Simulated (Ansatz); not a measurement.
# HCl: the cost of one run

Program: Ansatz 0.2.0. Level of theory: DFT PBE+D3(BJ), plane waves, PAW, scalar-relativistic, no spin polarisation. These are calculated values, not measurements.

## (1) The structure to begin with

The cell holds 16 atoms (Cl8H8): a = 7.417 Å, b = 7.417 Å, c = 7.417 Å, α = 90.00°, β = 90.00°, γ = 90.00°.

Coordinates:

```xyz
16
Lattice="7.4169 0.0000 0.0000 0.0000 7.4169 0.0000 0.0000 0.0000 7.4169" Properties=species:S:1:pos:R:3 pbc="T T T"
Cl    1.3522    2.3869    4.1679
H     1.4098    2.3600    2.8895
Cl    3.2754    0.0659    5.7853
H     4.0960    1.0477    5.8179
Cl    7.8043    5.3862    3.8024
H     6.7311    5.1843    4.4700
Cl    7.1734    3.1576    7.5153
H     6.7936    3.0397    6.2986
Cl    4.7091    1.5028    2.4569
H     3.5030    1.3816    2.8681
Cl    2.6052    4.6367    1.2496
H     3.1491    5.7014    1.7068
Cl    0.0898    6.8660    0.8205
H     0.5114    7.0348   -0.3762
Cl    3.4226    4.8205    4.2628
H     3.9119    4.2062    5.2736
```

## (2) Preparing the start

File input.yaml:

```yaml
accuracy: low
crystal:
  lattice:
    - [7.41686, 0.0, 0.0]
    - [0.0, 7.41686, 0.0]
    - [0.0, 0.0, 7.41686]
  atoms:
    - { symbol: Cl, position: [0.1823121, 0.3218158, 0.5619547] }
    - { symbol: H, position: [0.1900852, 0.3181939, 0.389591] }
    - { symbol: Cl, position: [0.4416092, 0.0088914, 0.7800227] }
    - { symbol: H, position: [0.5522486, 0.1412636, 0.7844142] }
    - { symbol: Cl, position: [1.0522429, 0.7262106, 0.5126662] }
    - { symbol: H, position: [0.9075381, 0.6989855, 0.6026776] }
    - { symbol: Cl, position: [0.9671778, 0.4257343, 1.01327] }
    - { symbol: H, position: [0.9159715, 0.4098349, 0.8492338] }
    - { symbol: Cl, position: [0.6349183, 0.2026189, 0.3312597] }
    - { symbol: H, position: [0.4723062, 0.1862744, 0.3866938] }
    - { symbol: Cl, position: [0.3512562, 0.625161, 0.1684804] }
    - { symbol: H, position: [0.4245909, 0.7687057, 0.2301223] }
    - { symbol: Cl, position: [0.0121098, 0.9257252, 0.1106308] }
    - { symbol: H, position: [0.0689573, 0.9484883, -0.0507166] }
    - { symbol: Cl, position: [0.4614671, 0.6499404, 0.5747492] }
    - { symbol: H, position: [0.5274282, 0.5671158, 0.7110282] }
basis:
  ecutwfc: 420.0
kpoints:
  mp_grid: { grid: [1, 1, 1] }
hamiltonian:
  xc: pbe
  dispersion: d3bj
scf:
  occupations: { method: fermi_dirac, width: 0.05 }
  lower_state_search: "off"
relax:
  f_tol: 0.3
  max_steps: 15
  adjacent_minimum: "off"
```

Command:

```console
$ ansatz run input.yaml --threads 1 --pin off --max-ram 3072MiB --backend cpu --events-out ev --progress --plain --runs-dir out
```

Q: Estimate wall time and peak memory on 1 thread of Intel Xeon Platinum 8488C (Sapphire Rapids), shared host.

About 28 s, with a peak of 0.44 GiB.
